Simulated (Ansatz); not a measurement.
The system is HPbNO4.

```
H Pb N O
1.0
     4.12040   -0.00081   -0.01120
     0.00404    6.42722    0.05360
     0.02791    3.20707    7.74994
H Pb N O
2 2 2 8
Direct
  0.90366 0.21821 0.48851
  0.40337 0.78177 0.51142
  0.39455 0.30863 0.70725
  0.89489 0.69135 0.29266
  0.63409 0.19990 0.20730
  0.13386 0.80012 0.79275
  0.90829 0.32866 0.54369
  0.53792 0.39076 0.19497
  0.53483 0.11279 0.10602
  0.83718 0.08887 0.32672
  0.40817 0.67132 0.45624
  0.03774 0.60924 0.80520
  0.03429 0.88737 0.89397
  0.33716 0.91101 0.67330
```

The cell was built by a generator and needn't be a form met in nature.

```yaml
Program: Ansatz 0.2.0
Task: relaxation of cell and atoms
Functional: r2SCAN
Potentials_or_basis: Ansatz PAW
Cutoff: "500 eV (not typed: the program's choice for these potentials)"
k_mesh: 5 × 4 × 3
Occupations: fermi-dirac, width 0.05 eV
Spin: no spin polarisation
```

At the start: volume 14.61 Å³/atom.

Q: How do energy, volume and symmetry change on relaxing?

A: It ends after 13 steps and the volume is 13.40 Å³/atom (-8.3 %); space group P2_1 (No. 4, to 0.05 Å).

Step by step:
```csv
step,energy change (eV),largest force (eV/Å),volume (Å³)
1,0.0000,0.6579,204.53
2,-0.0865,0.3910,184.12
3,-0.1210,0.7648,189.82
4,-0.1352,0.3923,192.08
5,-0.1493,0.1018,189.09
6,-0.1510,0.0655,188.38
7,-0.1523,0.0259,187.82
8,-0.1526,0.0309,187.76
9,-0.1528,0.0335,187.74
10,-0.1528,0.0192,187.77
11,-0.1530,0.0130,187.68
12,-0.1530,0.0055,187.65
13,-0.1443,0.0056,187.65
```

Final structure:
```
CELL_PARAMETERS angstrom
3.90637 -0.00159 -0.01140
0.00273 6.31148 0.10420
0.02525 3.21105 7.66391
ATOMIC_POSITIONS crystal
H 0.92734 0.21375 0.48741
H 0.42735 0.78625 0.51259
Pb 0.42410 0.30630 0.71265
Pb 0.92427 0.69370 0.28735
N 0.61464 0.19672 0.21543
N 0.11443 0.80326 0.78459
O 0.93170 0.32772 0.53935
O 0.51199 0.38741 0.20765
O 0.49866 0.11004 0.11607
O 0.84193 0.08629 0.32774
O 0.43175 0.67229 0.46066
O 0.01175 0.61258 0.79235
O 0.99832 0.88995 0.88392
O 0.34177 0.91372 0.67225
```

Caveat: the plane-wave basis is chosen anew once the cell has moved, so the energies of steps on either side of that aren't comparable; the PAW data sets come from PBE, with cores solved anew for the run's functional, which leaves a small shift of forces and pressure.
